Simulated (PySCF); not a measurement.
# C6H6O2Si: electronic excitations

Wanted: the electronic excitations of C6H6O2Si (`C=C=C(C#C[SiH3])C(=O)O`), by calculation.

Computed with PySCF 2.14.0, with density-fitted response routines of our own, on a single molecule in the gas phase. Atoms are numbered from 0 throughout.

## 1. The starting structure

15 atoms, charge 0, multiplicity 1; geometry from: GFN2-xTB.

Bonds of the start (Å): C0–C1 1.29, C1–C2 1.32, C2–C3 1.42, C3–C4 1.21, C4–Si5 1.84, C2–C6 1.48, C6–O7 1.20, C6–O8 1.34, C0–H9 1.08, C0–H10 1.08, Si5–H11 1.47, Si5–H12 1.46, Si5–H13 1.47, O8–H14 0.97.

## 2. TDDFT and polarisability: wB97X-D/def2-SVPD

The job: settings as JSON, then the geometry in Å.

```
{"job": {"kind": "uv", "xc": "wB97X-D", "basis": "def2-SVPD", "nstates": 8, "ntriplets": 3}, "charge": 0, "multiplicity": 1}
C     -2.522452     1.600944    -1.242260
C     -1.711304     0.687266    -0.838106
C     -0.882059    -0.247758    -0.421657
C      0.371762     0.074009     0.155458
C      1.442143     0.334440     0.651477
Si     3.067255     0.730926     1.428414
C     -1.250945    -1.680377    -0.544423
O     -2.278079    -2.092456    -1.020066
O     -0.300002    -2.489878    -0.057896
H     -3.267024     2.029034    -0.589835
H     -2.498115     1.976470    -2.253011
H      3.048747     0.233493     2.806359
H      4.124389     0.079024     0.652004
H      3.225915     2.187627     1.404217
H     -0.574645    -3.414774    -0.152587
```

Method: TDDFT wB97X-D/def2-SVPD, vertical, gas phase, core orbitals frozen in the response.

The run is started by

```console
$ OMP_NUM_THREADS=1 python probes_run.py task.json out
```

This one command runs all jobs of the session in turn.

What will the session give for the following? lowest singlet (wB97X-D/def2-SVPD); brightest single state of those computed; lowest triplet. Wanted: lowest singlet; brightest single state of those computed; lowest triplet.

As calculated:

| quantity | value |
| --- | --- |
| lowest singlet (wB97X-D/def2-SVPD) | 4.88 eV (254 nm), f = 0.000 |
| brightest single state of those computed | state 2, 5.14 eV, f = 0.293 |
| lowest triplet | 3.37 eV |

In words: The lowest singlet, at 4.88 eV, is HOMO−1→LUMO 0.86 and is dark; of the 8 states computed, the strongest absorption comes from state 2 at 5.14 eV. The lowest triplet lies 1.51 eV below the lowest singlet (triplets in Tamm-Dancoff, singlets in full TDDFT).
